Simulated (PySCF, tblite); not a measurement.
# C3H7FO2S2+ (doublet): geometry, infrared bands and EPR parameters

What infrared bands and EPR parameters should C3H7FO2S2+ (doublet) (`CS(=O)(=O)C[S+]CF`) show?

Computed with tblite 0.8.0 and PySCF 2.14.0, with density-fitted response routines of our own, on a single molecule in the gas phase. Atoms are numbered from 0 throughout.

**1. The starting structure**

15 atoms, charge 1, multiplicity 2; geometry from: force field or distance geometry start.

Bonds of the start (Å): C0–S1 1.77, S1–O2 1.45, S1–O3 1.45, S1–C4 1.81, C4–S5 1.83, S5–C6 1.81, C6–F7 1.37, C0–H8 1.09, C0–H9 1.09, C0–H10 1.10, C4–H11 1.09, C4–H12 1.09, C6–H13 1.09, C6–H14 1.09.

**2. Geometry optimisation with GFN2-xTB**

The job: settings as JSON, then the geometry in Å.

```
{"job": {"kind": "relax", "xc": "GFN2-xTB", "basis": "xTB"}, "charge": 1, "multiplicity": 2}
C     -2.164300     0.440500     0.900700
S     -0.988200     0.166000    -0.395400
O     -0.361000     1.437200    -0.686500
O     -1.648300    -0.595600    -1.433100
C      0.221200    -0.895400     0.435000
S      1.611100    -1.477900    -0.594600
C      2.431400     0.114000    -0.872000
F      2.521200     0.784500     0.314900
H     -2.585800    -0.518900     1.214000
H     -1.681100     0.938500     1.742200
H     -2.965500     1.081400     0.500600
H      0.593800    -0.363300     1.306900
H     -0.331100    -1.774600     0.781700
H      1.899300     0.721300    -1.600000
H      3.442900    -0.049800    -1.233400
```

On the command line:

```console
$ OMP_NUM_THREADS=1 python probes_run.py task.json out
```

This one command runs all jobs of the session in turn.

Output:

```text
step      E/eV     max force
  0    -783.86831    2.466
  1    -784.03097    1.078
  2    -784.10011    0.599
  3    -784.12411    0.552
  4    -784.13777    0.491
  5    -784.15382    0.446
  6    -784.16651    0.211
  7    -784.17200    0.183
  8    -784.17944    0.187
  9    -784.18456    0.212
 10    -784.18850    0.145
 11    -784.19133    0.123
 12    -784.19433    0.146
 13    -784.19732    0.209
 14    -784.20031    0.197
 15    -784.20304    0.145
 16    -784.20519    0.113
 17    -784.20662    0.091
 18    -784.20763    0.082
 19    -784.20855    0.085
 20    -784.20953    0.083
 21    -784.21052    0.101
 22    -784.21144    0.079
 23    -784.21225    0.074
 24    -784.21301    0.081
 25    -784.21369    0.070
 26    -784.21425    0.056
 27    -784.21474    0.060
 28    -784.21533    0.073
 29    -784.21616    0.110
 30    -784.21724    0.115
 31    -784.21823    0.070
 32    -784.21890    0.076
 33    -784.21938    0.073
 34    -784.21989    0.070
 35    -784.22061    0.067
 36    -784.22152    0.068
 37    -784.22236    0.063
 38    -784.22294    0.060
 39    -784.22337    0.061
 40    -784.22384    0.067
 41    -784.22432    0.056
 42    -784.22472    0.048
 43    -784.22506    0.039
 44    -784.22544    0.058
 45    -784.22589    0.072
 46    -784.22630    0.054
 47    -784.22656    0.034
 48    -784.22675    0.034
 49    -784.22698    0.041
 50    -784.22728    0.048
 51    -784.22759    0.048
 52    -784.22786    0.048
 53    -784.22813    0.042
 54    -784.22848    0.071
 55    -784.22892    0.077
 56    -784.22929    0.050
 57    -784.22947    0.036
 58    -784.22958    0.028
 59    -784.22969    0.033
 60    -784.22980    0.040
 61    -784.22989    0.027
 62    -784.22996    0.020
 63    -784.23002    0.021
 64    -784.23007    0.024
 65    -784.23012    0.021
 66    -784.23018    0.019
 67    -784.23025    0.019
 68    -784.23033    0.026
 69    -784.23041    0.029
 70    -784.23048    0.024
 71    -784.23057    0.025
 72    -784.23069    0.034
 73    -784.23083    0.033
 74    -784.23095    0.029
 75    -784.23106    0.024
 76    -784.23119    0.035
 77    -784.23139    0.049
 78    -784.23167    0.046
 79    -784.23195    0.045
 80    -784.23220    0.045
 81    -784.23250    0.057
 82    -784.23287    0.077
 83    -784.23327    0.066
 84    -784.23354    0.034
 85    -784.23369    0.027
 86    -784.23381    0.030
 87    -784.23393    0.032
 88    -784.23399    0.022
 89    -784.23400    0.017
 90    -784.23402    0.009
```

It took 0.63 s on 1 thread of Arm Neoverse V1, shared host.

Relaxation path: (not every step is listed)

```tsv
step	energy from step 0 (eV)	largest force (eV/Å)
0	0.0000	2.4661
1	-0.1627	1.0777
2	-0.2318	0.5992
3	-0.2558	0.5517
4	-0.2695	0.4907
5	-0.2855	0.4465
6	-0.2982	0.2106
7	-0.3037	0.1826
8	-0.3111	0.1872
15	-0.3347	0.1447
22	-0.3431	0.0789
29	-0.3478	0.1101
36	-0.3532	0.0682
43	-0.3568	0.0386
50	-0.3590	0.0483
57	-0.3612	0.0361
64	-0.3618	0.0236
71	-0.3623	0.0247
78	-0.3634	0.0463
85	-0.3654	0.0272
86	-0.3655	0.0304
87	-0.3656	0.0320
88	-0.3657	0.0220
89	-0.3657	0.0165
90	-0.3657	0.0085
```

Close pairs (by a distance rule), those that changed most:

```tsv
bond	before (Å)	after (Å)	change (Å)
S1–C4	1.811	1.943	+0.132
C4–S5	1.825	1.745	-0.080
S1–O3	1.447	1.419	-0.028
C0–S1	1.772	1.797	+0.025
C6–F7	1.366	1.345	-0.021
S1–O2	1.447	1.428	-0.019
S5–C6	1.812	1.832	+0.019
C0–H10	1.101	1.087	-0.014
```

The next job starts from the end point, and lists it.

**3. Harmonic vibrations with GFN2-xTB**

The job: settings as JSON, then the geometry in Å.

```
{"job": {"kind": "ir", "xc": "GFN2-xTB", "basis": "xTB"}, "charge": 1, "multiplicity": 2}
C     -2.090669     0.578394     0.928310
S     -1.093086     0.039620    -0.465788
O     -0.336859     1.119509    -1.013573
O     -1.791566    -0.844691    -1.327462
C      0.258303    -1.079800     0.367904
S      1.511097    -1.361063    -0.814152
C      2.388078     0.245257    -0.741519
F      2.367567     0.726011     0.514355
H     -2.482622    -0.294144     1.436279
H     -1.475175     1.193454     1.573541
H     -2.905408     1.166664     0.514495
H      0.607279    -0.519689     1.232314
H     -0.234739    -2.012831     0.624065
H      1.848553     0.953815    -1.388290
H      3.424833     0.097482    -1.059529
```

Output:

```text
mode    cm-1     km/mol
  1      34.9     10.32
  2      60.3      6.58
  3     125.9      0.46
  4     136.8      2.87
  5     162.4     11.38
  6     189.0      1.25
  7     213.7      2.08
  8     279.7      3.44
  9     309.9      1.86
 10     390.3     37.94
 11     416.5     93.64
 12     441.9     64.65
 13     530.8    104.48
 14     659.2      4.39
 15     684.3     58.21
 16     733.3     10.72
 17     792.0     63.96
 18     834.2     33.91
 19     838.3     19.92
 20     860.0      9.25
 21     989.4     11.28
 22    1037.1     47.31
 23    1086.5     90.59
 24    1130.7    159.81
 25    1140.8      1.83
 26    1202.1      3.17
 27    1258.3     26.47
 28    1291.9    337.70
 29    1329.2      9.82
 30    1334.7     17.53
 31    1372.7     19.74
 32    1389.1     35.50
 33    2873.2     51.68
 34    2956.8     33.81
 35    2992.8     20.12
 36    3035.5     52.56
 37    3039.2     16.43
 38    3061.8     11.17
 39    3083.1      4.59
```

Wall time 0.54 s (1 thread of Arm Neoverse V1, shared host).

The strongest bands and the atoms that carry them (share of the mass-weighted mode):

```tsv
cm⁻¹	km/mol	atoms
416	93.6	S1 21 %, O2 20 %, S5 12 %, O3 11 %
442	64.7	O2 33 %, O3 30 %, C4 14 %
531	104.5	C4 49 %, S1 30 %
684	58.2	C0 48 %, S1 31 %
792	64.0	C4 54 %, S5 22 %
1086	90.6	C6 52 %, F7 38 %
1131	159.8	O2 45 %, O3 29 %, S1 24 %
1292	337.7	S1 42 %, O3 34 %, O2 19 %
```

**4. EPR parameters: B3LYP/pcH-1**

Settings changed since step 3:

```diff
@@ -1,2 +1,2 @@
-{"job": {"kind": "ir", "xc": "GFN2-xTB", "basis": "xTB"}, "charge": 1, "multiplicity": 2}
+{"job": {"kind": "epr", "basis": "pcH-1"}, "charge": 1, "multiplicity": 2}
 C     -2.090669     0.578394     0.928310
```

With the program's defaults for keys left out, this is: UKS B3LYP, pcH-1 on C F H O S, non-relativistic, mean-field spin-orbit, GIAO.

Output:

```text
UKS, coarse grid
  cycle   1  E = -1164.48520913  |g| = 9.72e-01
  cycle   2  E = -1162.79264856  |g| = 2.20e+00
  cycle   3  E = -1164.76868430  |g| = 3.00e-01
  cycle   4  E = -1164.81023941  |g| = 1.28e-01
  cycle   5  E = -1164.81585118  |g| = 4.63e-02
  cycle   6  E = -1164.81642455  |g| = 2.64e-02
  cycle   7  E = -1164.81667332  |g| = 8.67e-03
  cycle   8  E = -1164.81670520  |g| = 3.03e-03
  cycle   9  E = -1164.81671107  |g| = 9.19e-04
UKS, final grid
  cycle   1  E = -1164.81665282  |g| = 1.54e-03
  cycle   2  E = -1164.81665028  |g| = 2.78e-03
  cycle   3  E = -1164.81665396  |g| = 3.09e-04
  cycle   4  E = -1164.81665400  |g| = 1.83e-04
  cycle   5  E = -1164.81665402  |g| = 9.95e-05
  cycle   6  E = -1164.81665403  |g| = 3.68e-05
  cycle   7  E = -1164.81665403  |g| = 5.00e-06
E = -1164.81665403 Eh   <S^2> = 0.7539 (exact 0.7500)
g shifts (ppm)      1          2          3
  rmc          -248       -248       -248
  gc             -4         50         50
  oz_so         211      14625      27633
  total         -41      14427      27435
hyperfine (MHz)  atom isotope    a_iso     a_fc   dipolar eigenvalues
    0   13C      14.74      14.75     -4.82     -4.65      9.46
    1   33S       0.53       0.49     -5.53     -4.88     10.41
    2   17O      -2.98      -2.64    -25.34     12.32     13.02
    3   17O      -2.90      -2.54    -30.19     14.54     15.65
    4   13C     -14.59     -15.05    -10.56     -8.97     19.53
    5   33S      25.03      24.67    -65.76    -62.14    127.90
    6   13C     -10.23     -10.47     -3.90     -2.93      6.83
    7   19F       0.54      -1.44    -21.12    -17.39     38.51
    8    1H      -3.34      -3.34     -2.75     -0.45      3.20
    9    1H      -2.68      -2.69     -2.85      0.01      2.84
   10    1H       9.50       9.50     -2.72     -0.13      2.86
   11    1H      60.61      60.54     -4.26     -4.05      8.30
   12    1H      12.53      12.41     -4.06     -2.35      6.41
   13    1H      97.36      97.37     -5.37     -0.44      5.81
   14    1H      32.92      32.88     -3.43     -2.89      6.32
```

It took 1.8 min on 1 thread of Arm Neoverse V1, shared host; peak memory 1.1 GiB.

Principal g values 2.00228, 2.01675, 2.02975; g(iso) = 2.01626, against 2.00232 for a free electron.

Hyperfine couplings; where a row names several nuclei, a(iso) is their mean (it holds for fast rotation or exchange) and the dipolar term the largest among them:

```tsv
nuclei	isotope	a(iso) (MHz)	a(iso) (G, at g = 2.0023)	largest dipolar term (MHz)
H13, H14	1H	65.1	23.2	6.3
H11, H12	1H	36.6	13.0	8.3
S5	33S	25.0	8.9	127.9
C0	13C	14.7	5.3	9.5
C4	13C	-14.6	-5.2	19.5
C6	13C	-10.2	-3.7	6.8
O2, O3	17O	-2.9	-1.0	-30.2
H8, H9, H10	1H	1.2	0.4	3.2
F7	19F	0.5	0.2	38.5
S1	33S	0.5	0.2	10.4
```

Mulliken spin populations:

C0 0.04; S1 0.04; O2 0.08; O3 0.09; C4 0.02; S5 0.66; C6 -0.02; F7 0.01; H8 0.00; H9 0.00; H10 0.01; H11 0.02; H12 0.01; H13 0.03; H14 0.01

In first order the couplings over 0.8 MHz of 1H give 36 distinct lines over 73.8 G, if the averaged nuclei exchange fast.

Orbitals, density, ELF and potential are computed afterwards from the orbital file.

ELF in a plane through or near 5 of the atoms.

Ten even steps from ' ' (0.00) to '@' (1.00):
```
                                                        
                                                        
                                                        
                  ..      ::**++..                      
              ::--==::  ..%%@@@@%%                      
            ..==##%%##::--@@@@@@@@                      
            ..++%%%%##++++%%@@@@**    ::==::            
              ::**##**%%==@@--++..  ==@@@@@@--          
        --==::::++##++**++--**++....##@@@@@@++          
      ..@@@@@@##++##==..==++**++==++##@@@@%%::          
      ++@@@@@@%%**::--      ::--**##::::##==..          
      ::@@@@@@##..==::    ..::::--++::++@@%%++          
        ##%%++--====..  ..++==..  --**%%@@@@%%..        
                ....    ::++++::    ::**%%@@++          
                        ..----::      ::==--            
                                                        
                                                        
                                                        
                                                        
                                                        
```
The map spans 12.4 Å across and 9.4 Å up, centred on the molecule. Atoms in the plane (x, y in Å): C0 (2.3, -0.4), C4 (-0.2, 1.1), C6 (-2.5, -0.4), H12 (0.3, 2.1), H14 (-3.6, -0.3).

log10 of the density (e/Å³) in the same plane.

Ten even steps from '0' (-4.0) to '9' (1.8):
```
0000000000000000000000000000
0000000000000000000000000000
0000000011111221100000000000
0000001222223333210000000000
0000012333434454321000000000
0000023445555676432111000000
0000123456666776533332100000
0000234556667976544554320000
0001344566666776555665320000
0012456666656666666765421000
0013567787644556678765431000
0012456677644555667765431000
0002345566544555556665431000
0001233444434554444554320000
0000112333333444333333210000
0000001111112222212221000000
0000000000000110000000000000
0000000000000000000000000000
0000000000000000000000000000
0000000000000000000000000000
```
The map spans 12.4 Å across and 9.4 Å up, centred on the molecule. Atoms in the plane (x, y in Å): C0 (2.3, -0.4), C4 (-0.2, 1.1), C6 (-2.5, -0.4), H12 (0.3, 2.1), H14 (-3.6, -0.3).

On the surface of density 0.002 e/bohr³ the electrostatic potential runs, from the 1st to the 99th percentile, from 2.18 V near O3 to 6.19 V near H14.

The spin density lies nearest to S5 55 %; O2, O3 about 8 % each; C4 7 %.

**5. Outcome**

| quantity | value |
| --- | --- |
| strongest single infrared mode (GFN2-xTB) | 1292 cm⁻¹, 338 km/mol |
| zero-point energy (GFN2-xTB) | 63.3 kcal/mol |
| g(iso) (B3LYP) | 2.01626 |
| ⟨S²⟩ | 0.754 (exact 0.75) |
| largest a(iso) (averaged by class) | 1H on H13, H14, 65.1 MHz |

**Reading.** Relaxing lowered the energy by 0.366 eV in 90 steps; the close pair that moved most is S1–C4, from 1.811 to 1.943 Å. No mode is imaginary among the 39: a minimum at this level. The strongest single mode, at 1292 cm⁻¹, moves mainly S1 and O3. GFN2-xTB is a fitted tight-binding method: band positions and strengths are rough. Its intensities can rank the bands wrongly. S5 carries the largest spin population, 0.66 e. The isotropic g lies 13.9 ppt above the free-electron value.
